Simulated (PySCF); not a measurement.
# A diatomic session: ZrBr

What are the lowest state that PBE0 finds, the bond length, vibrational wavenumber and bond energy of ZrBr, and how much do these hang on the method?

Method: Zr def2-TZVPPD with ECP28, Br def2-TZVPPD, scalar-relativistic core potentials; program: PySCF 2.14.0.

## 1. Set-up

The job is set up so:

```yaml
atoms: Zr, Br
charge: 0
basis: Zr def2-TZVPPD with ECP28, Br def2-TZVPPD
Hamiltonian: scalar-relativistic core potentials
basis_functions: 113
electrons_treated: 47
masses_in_u: 89.9047, 78.9183
levels: PBE0, PBE, r²SCAN, PBEsol, M06, M06-L, TPSSh, r²SCAN0, ωB97M-V, HF, MP2, SCS-MP2
grid: 80 radial by 434 angular points
occupations: held fixed by the projection of orbital angular momentum
dissociation_limit: Zr + Br, each in its ground configuration
starting_distance_in_angstrom: 2.520
values_of_2S_to_try: 1, 3, 5
```

The run is started by

```console
$ OMP_NUM_THREADS=2 python dia.py task.json out
```

Further steps of the session: The PBE0 curve of the state that the search chose; Higher solutions at PBE0; PBE (GGA); r²SCAN (meta-GGA); PBEsol (GGA); M06; M06-L; TPSSh (hybrid meta-GGA); r²SCAN0; ωB97M-V; UHF.

Before running it: what results should come out? Wanted: for each run, Re; ωe; De; μ.

**Answer**, as computed:

Lowest PBE0 solution found, without spin–orbit coupling: quartet, unpaired electrons σ ↑, π ↑, δ ↑. State 2 has its PBE0 minimum 0.01 eV higher. State 3 has its PBE0 minimum 0.02 eV higher. State 4 has its PBE0 minimum 0.15 eV higher, as a spin-mixed determinant (⟨S²⟩ = 1.32), so this is no gap between pure states. The other levels ran on the lowest alone.

```csv
level,Re (Å),ωe (cm⁻¹),De (eV),μ (D)
UHF,2.627,236.8,3.58,-4.09
UHF-MP2,2.517,268.0,4.19,n/a
UHF-SCS-MP2,2.542,260.3,3.84,n/a
PBE,2.517,260.7,4.45,-3.16
PBEsol,2.490,270.7,4.74,-3.05
r²SCAN,2.524,261.9,4.68,-3.45
M06-L,2.534,257.5,3.72,-3.80
TPSSh,2.530,259.9,4.40,-3.50
PBE0,2.520,262.7,4.37,-3.61
r²SCAN0,2.527,261.8,4.48,-3.81
M06,2.519,266.0,3.39,-3.96
ωB97M-V,2.539,258.0,3.96,-3.89
```

De is counted to Zr + Br in their ground configurations. A positive dipole means Zr(−)Br(+).

**Reading.** Bond lengths run from 2.490 Å (PBEsol) to 2.627 Å (UHF). Among the levels with a De in the table, it runs from 3.39 eV (M06) to 4.74 eV (PBEsol).

Correlated steps freeze 9 core orbitals. With d or f electrons several states lie close, and the lowest PBE0 determinant need not be the measured ground state. Spin–orbit coupling is left out.
